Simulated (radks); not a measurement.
**Ionisation of Te²⁺: one atom, several choices of exchange strength α**

One table from this session's results is given with a row withheld; the runs are named, their logs left out.

Method: Dirac Kohn-Sham, spin-unpolarised, spherical densities, finite nucleus; open shells are shared between the two j in proportion to 2j + 1. Code: radks (a radial shooting solver on a logarithmic mesh, Libxc functionals) version 1.

### What is computed

| Property | Result |
| --- | --- |
| element | tellurium (Z = 52) |
| charge | +2 |
| electrons | 50 |
| configuration | [Kr] 4d10 5s2 5p2 |
| ion | Te³⁺, [Kr] 4d10 5s2 5p1 |
| choices | α = 0.583; α = 0.667; α = 0.712; α = 0.929; α = 0.972; α = 1.015 |

Outer shells as boxes (Hund's rule):

Te²⁺
```
[Kr] core
4d [↑↓][↑↓][↑↓][↑↓][↑↓]
5s [↑↓]
5p [↑ ][↑ ][  ]
```

Te³⁺
```
[Kr] core
4d [↑↓][↑↓][↑↓][↑↓][↑↓]
5s [↑↓]
5p [↑ ][  ][  ]
```

Set-up of the first run:

Settings of this run:

```text
Z 52
configuration [Kr] 4d10 5s2 5p2
relativity Dirac
functional xalpha 0.583
spin unpolarised
j_filling average
nucleus finite rms 4.7423 fm
c 137.035999084
```

Steps of the session up to this table: α = 0.583: Te²⁺.

One table of the session follows, with a row left open; its other results are not shown here.

It belongs to the step «α = 0.583: Te²⁺». Radial moments (bohr):

| level | <r> | outermost maximum (interpolated) | 90 % within | nodes |
| --- | --- | --- | --- | --- |
| 4s1/2 | 0.7672 | 0.703 | 1.11 | 3 |
| 4p1/2 | 0.8048 | 0.723 | 1.18 | 2 |
| 4p3/2 | 0.8343 | 0.748 | 1.22 | 2 |
| 4d3/2 | 0.9725 | 0.810 | 1.49 | 1 |
| 4d5/2 | ? | ? | ? | ? |
| 5s1/2 | 2.001 | 1.77 | 2.90 | 4 |
| 5p1/2 | 2.335 | 2.02 | 3.43 | 3 |
| 5p3/2 | 2.422 | 2.10 | 3.56 | 3 |

Q: Estimate the row for 4d5/2 from the others.

As computed: <r>: 0.9850; outermost maximum (interpolated): 0.820; 90 % within: 1.51; nodes: 1. In the column «<r>» it lies between 4d3/2 (0.9725) and 5s1/2 (2.001).

To keep in mind: Spin polarisation and multiplet splitting are left out, so open shells lie too high by an amount that depends on their filling.
